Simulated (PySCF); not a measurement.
# Ta(OH)2: relaxation and vibrations of the quartet

The task is one start of a wider search on Ta(OH)2: the quartet, from a bent start. It is relaxed, tested by its Hessian and followed downhill if it is a saddle.

Program: PySCF 2.14.0. Level of theory: PBE0, basis Ta def2-TZVP with ECP60, O def2-TZVP, H def2-TZVP, scalar-relativistic core potentials, no spin–orbit coupling, density fitting. These are calculated values, not measurements.

## (1) The system as given

5 atoms, charge 0, spin multiplicity 4.

Bond lengths: Ta1–O2 2.090 Å, Ta1–O3 2.090 Å, O2–H4 0.960 Å, O3–H5 0.960 Å. Angles: O2–Ta1–O3 110.0°, Ta1–O2–H4 130.0°, Ta1–O3–H5 130.0°.

```xyz
5
charge 0 multiplicity 4
Ta    0.0000    0.0000    0.0000
O     1.7120    0.0000    1.1988
O    -1.7120    0.0000    1.1988
H     2.2175   -0.7354    1.5527
H    -2.2175    0.7354    1.5527
```

## (2) Finding the electronic state

The steps below are one call of a driver around PySCF. For each, scf.py gives the equivalent set-up of the SCF; relaxations use the driver's own optimiser. After this first run the driver tries any further starts and a stability analysis.

Contents of scf.py:

```python
from pyscf import gto, scf, dft
mol = gto.M(atom='''
Ta     0.000000     0.000000     0.000000
O      1.712000     0.000000     1.198800
O     -1.712000     0.000000     1.198800
H      2.217500    -0.735400     1.552700
H     -2.217500     0.735400     1.552700''',
    basis={'Ta': 'def2-TZVP', 'O': 'def2-TZVP', 'H': 'def2-TZVP'},
    ecp={'Ta': 'def2-TZVP'},
    charge=0, spin=3)
mf = dft.UKS(mol, xc='PBE0')
mf.grids.atom_grid = (50, 194)
aux = {'Ta': 'def2-universal-JKFIT', 'O': 'def2-universal-JKFIT', 'H': 'def2-universal-JKFIT'}
mf = mf.density_fit(auxbasis=aux)
mf.conv_tol = 1e-08
mf.diis_space = 10
mf.max_cycle = 60
mf.init_guess = 'minao'
mf.verbose = 4
mf.kernel()
```

Started as:

```console
$ OMP_NUM_THREADS=4 python axn.py task.json out
```

Log:

```text
init E= -189.578308089711
[... the frontier-level lines of each cycle are left out ...]
cycle= 1 E= -208.277403485269  delta_E= -18.7  |g|= 0.768  |ddm|= 3.98
cycle= 2 E= -207.732962823612  delta_E= 0.544  |g|= 1.41  |ddm|= 1.48
cycle= 3 E= -208.484496999893  delta_E= -0.752  |g|= 0.267  |ddm|= 0.911
cycle= 4 E= -208.521186553563  delta_E= -0.0367  |g|= 0.0596  |ddm|= 0.351
cycle= 5 E= -208.52381647289  delta_E= -0.00263  |g|= 0.0171  |ddm|= 0.0989
cycle= 6 E= -208.524248700933  delta_E= -0.000432  |g|= 0.00826  |ddm|= 0.0323
cycle= 7 E= -208.524772408389  delta_E= -0.000524  |g|= 0.00634  |ddm|= 0.0526
cycle= 8 E= -208.52541589761  delta_E= -0.000643  |g|= 0.00559  |ddm|= 0.0677
cycle= 9 E= -208.526146321931  delta_E= -0.00073  |g|= 0.00512  |ddm|= 0.0814
cycle= 10 E= -208.527133548772  delta_E= -0.000987  |g|= 0.00405  |ddm|= 0.133
cycle= 11 E= -208.52727764321  delta_E= -0.000144  |g|= 0.00437  |ddm|= 0.0294
cycle= 12 E= -208.527595935732  delta_E= -0.000318  |g|= 0.00943  |ddm|= 0.193
cycle= 13 E= -208.527694335702  delta_E= -9.84e-05  |g|= 0.00435  |ddm|= 0.0395
cycle= 14 E= -208.527720928115  delta_E= -2.66e-05  |g|= 0.000557  |ddm|= 0.0149
cycle= 15 E= -208.527724514893  delta_E= -3.59e-06  |g|= 0.000786  |ddm|= 0.00742
cycle= 16 E= -208.527725974688  delta_E= -1.46e-06  |g|= 0.00032  |ddm|= 0.00493
cycle= 17 E= -208.527726306616  delta_E= -3.32e-07  |g|= 0.00012  |ddm|= 0.00272
cycle= 18 E= -208.527726361996  delta_E= -5.54e-08  |g|= 2.2e-05  |ddm|= 0.00137
cycle= 19 E= -208.527726363324  delta_E= -1.33e-09  |g|= 1.5e-05  |ddm|= 0.000143
Extra cycle  E= -208.527726363661  delta_E= -3.37e-10  |g|= 1.58e-05  |ddm|= 4.52e-05
converged SCF energy = -208.527726363661  <S^2> = 3.76171  2S+1 = 4.0058507
```

This step, with its further starts and checks, took 15 s on 4 threads of Arm Neoverse V1, shared host.

The starts that the driver tried:

| start | energy (Eh) |
| --- | --- |
| the minimal-basis guess | -208.527726 |
| a thermally smeared density | -208.527726 |
| a smeared PBE density | -208.527726 |

The test of internal stability and the other starts found no lower solution of this spin.

## (3) Relaxation: bent start, quartet

The program finds C2 symmetry in the start, which this walk keeps. The walk stops when the largest gradient is under 0.0003 Eh/bohr and the energy has settled too.

Changes to scf.py since step 2:

```diff
@@ -3,5 +3,5 @@
-Ta     0.000000     0.000000     0.000000
-O      1.712000     0.000000     1.198800
-O     -1.712000     0.000000     1.198800
-H      2.217500    -0.735400     1.552700
-H     -2.217500     0.735400     1.552700''',
+Ta     0.000000     0.000000    -0.192968
+O      1.712000    -0.000000     1.005832
+O     -1.712000     0.000000     1.005832
+H      2.217500    -0.735400     1.359732
+H     -2.217500     0.735400     1.359732''',
@@ -18 +17,0 @@
-mf.init_guess = 'minao'
```

The optimiser's trace (not every step is listed):

| step | energy (Eh) | change (kJ/mol) | largest symmetric gradient (Eh/bohr) |
| --- | --- | --- | --- |
| 0 | -208.527726 | 0.00 | 0.09072 |
| 1 | -208.554366 | -69.94 | 0.05436 |
| 2 | -208.566066 | -100.66 | 0.03139 |
| 3 | -208.574896 | -123.84 | 0.00959 |
| 4 | -208.577567 | -130.86 | 0.01268 |
| 5 | -208.579305 | -135.42 | 0.01209 |
| 6 | -208.581177 | -140.33 | 0.01480 |
| 7 | -208.583746 | -147.08 | 0.00969 |
| 8 | -208.585338 | -151.26 | 0.02882 |
| 9 | -208.587002 | -155.63 | 0.00871 |
| 10 | -208.588033 | -158.34 | 0.00540 |
| 12 | -208.590081 | -163.71 | 0.00637 |
| 14 | -208.590684 | -165.30 | 0.00323 |
| 16 | -208.590777 | -165.54 | 0.00118 |
| 18 | -208.590887 | -165.83 | 0.00140 |
| 20 | -208.591018 | -166.17 | 0.00120 |
| 22 | -208.591036 | -166.22 | 0.00044 |
| 23 | -208.591041 | -166.23 | 0.00047 |
| 24 | -208.591043 | -166.24 | 0.00035 |
| 25 | -208.591043 | -166.24 | 0.00044 |
| 26 | -208.591044 | -166.24 | 0.00031 |
| 27 | -208.591045 | -166.24 | 0.00023 |

The walk took 77 s.

End point (D∞h, 27 steps, 166.2 kJ/mol gained): O–H 0.951 Å (×2), Ta–O 1.890 Å (×2); H–O–Ta 179.8° (×2), O–Ta–O 179.9°.

## (4) Hessian and properties

The point is checked on the finer grid, and tightened if its gradient asks for it. The Hessian and the dipole derivatives come from central differences of analytic gradients, with steps of 0.02 bohr.

Changes to scf.py since step 3:

```diff
@@ -3,5 +3,5 @@
-Ta     0.000000     0.000000    -0.192968
-O      1.712000    -0.000000     1.005832
-O     -1.712000     0.000000     1.005832
-H      2.217500    -0.735400     1.359732
-H     -2.217500     0.735400     1.359732''',
+Ta     0.000000     0.000000     0.000000
+O      1.848495    -0.395311    -0.000000
+O     -1.848495     0.395311     0.000000
+H      2.778704    -0.594242    -0.000000
+H     -2.778704     0.594242     0.000000''',
@@ -12 +12 @@
-mf.grids.atom_grid = (50, 194)
+mf.grids.atom_grid = (75, 302)
@@ -15 +15 @@
-mf.conv_tol = 1e-08
+mf.conv_tol = 1e-10
```

The driver hands on the density of the step before, so the log starts near convergence.

SCF at the final geometry:

```text
init E= -208.591076119743
[... the frontier-level lines of each cycle are left out ...]
cycle= 1 E= -208.591076119666  delta_E= 7.7e-11  |g|= 1.75e-05  |ddm|= 1.15e-05
cycle= 2 E= -208.59107611938  delta_E= 2.85e-10  |g|= 3.32e-05  |ddm|= 2.22e-05
cycle= 3 E= -208.591076119773  delta_E= -3.93e-10  |g|= 9.73e-07  |ddm|= 1.51e-05
cycle= 4 E= -208.591076119773  delta_E= -2.84e-13  |g|= 1.84e-07  |ddm|= 7.15e-07
Extra cycle  E= -208.591076119773  delta_E=    0  |g|= 3.43e-07  |ddm|= 3.49e-07
converged SCF energy = -208.591076119773  <S^2> = 3.7603712  2S+1 = 4.0051823
```

The whole step took 47 s.

Geometry: D∞h; O–H 0.951 Å (×2), Ta–O 1.890 Å (×2); H–O–Ta 180.0° (×2), O–Ta–O 180.0°.

Modes, for the most abundant isotopes:

```
symmetry  ω (cm⁻¹)  IR (km/mol)  μ (u)
      πu        70         59.3   2.98
      πu       376          367   1.42
      πg       436          0.0   1.14
     σu+       691          279   9.84
     σg+       739          0.0   8.31
     σu+      4023          476   1.07
     σg+      4025          0.0   1.07
```

No imaginary mode, so this is a minimum.

Properties at this point:

```yaml
Dipole_moment: 0.00 D
Highest_occupied_level: -4.70 eV
Lowest_empty_level: -1.71 eV
Rotational_constants: 0.1291 cm⁻¹
Zero-point_energy: 67.2 kJ/mol
Principal_polarisabilities: 55.5, 58.6, 58.6 bohr³
Atomisation_energy_without_zero-point_energy: 1914 kJ/mol
Principal_traceless_quadrupole_moments_about_the_centre_of_mass: -5.85, -5.85, 11.70 D Å
Entropy_at_298.15_K_and_1_bar_electronic_part_spin_only: 304.4 J/(mol K)
Heat_capacity_Cp_at_298.15_K: 76.7 J/(mol K)
Enthalpy_at_298.15_K_above_0_K: 16.61 kJ/mol
Rotational_symmetry_number: 2
Spin_squared_⟨S²⟩: 3.760
```

Charges (e) and bond orders:

| atom | Mulliken | Löwdin | polar tensor | spin (Mulliken) | Mayer order to Ta1 |
| --- | --- | --- | --- | --- | --- |
| Ta1 | 0.70 | 0.35 | 0.92 | 3.16 | – |
| O2,3 | -0.67 | -0.33 | -0.81 | -0.08 | 1.08 |
| H4,5 | 0.32 | 0.16 | 0.35 | 0.00 | 0.03 |

Mulliken populations on Ta1 (outside its core potential): s 2.82, p 6.23, d 3.15, f 0.10.

## (5) What came out

```
                                          quantity                                                                      value
                                           minimum                                                               quartet, D∞h
                                          geometry     O–H 0.951 Å (×2), Ta–O 1.890 Å (×2); H–O–Ta 180.0° (×2), O–Ta–O 180.0°
                                wavenumbers (cm⁻¹)  70 (πu), 376 (πu), 436 (πg), 691 (σu+), 739 (σg+), 4023 (σu+), 4025 (σg+)
                                     dipole moment                                                                     0.00 D
highest occupied, lowest empty level (either spin)                                                            -4.70, -1.71 eV
                        polar-tensor charge of Ta1                                                                    +0.92 e
                                 zero-point energy                                                                67.2 kJ/mol
                               entropy at 298.15 K                                                            304.4 J/(mol K)
         atomisation energy (no zero-point energy)                                                                1914 kJ/mol
                                              ⟨S²⟩                                                                      3.760
```

**Reading.** The bent start (C2) ends in a minimum of D∞h symmetry. The strongest infrared band lies at 4023 cm⁻¹ (σu+). Ta1 has a polar-tensor charge of +0.9 e (a dipole derivative, not a static charge), yet symmetry cancels the bond dipoles. Most of the spin sits on Ta1 (Mulliken spin 3.16, against 3 for the whole molecule). Only this shape and spin were tried, so other structures or states may lie lower. One determinant may miss the lowest occupation of an open d or f shell. With an element this heavy the missing spin–orbit coupling can shift these numbers.

The search up to here took 2.3 min.
